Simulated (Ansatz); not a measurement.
The system is KZr2.

```
K Zr
1.0
     0.00000    3.57912    3.57912
     3.57912    0.00000    3.57912
     3.57912    3.57912    0.00000
K Zr
1 2
Direct
  0.00000 0.00000 0.00000
  0.25000 0.25000 0.25000
  0.75000 0.75000 0.75000
```

The cell was built by a generator and needn't be a form met in nature.

Base run:

| Item | Value |
| --- | --- |
| Program | Ansatz 0.2.0 |
| Functional | LDA |
| Potentials or basis | Ansatz PAW |
| Cutoff | 420 eV (not typed: the program's choice for these potentials) |
| k mesh | 7 × 7 × 7 |
| Occupations | fermi-dirac, width 0.05 eV |
| Spin | no spin polarisation |

Its results: band gap on the k mesh none (metal or under the smearing width); pressure -3.7 GPa.

The run is repeated on the same cell with these changes: functional from LDA to PBEsol. What comes out?

Band gap on the k mesh none (metal or under the smearing width); pressure -2.1 GPa.

PBEsol binds less tightly than LDA, so the same cell stands under more pressure.

Caveats: the PAW data sets come from PBE, with cores solved anew for the run's functional, which leaves a small shift of forces and pressure.
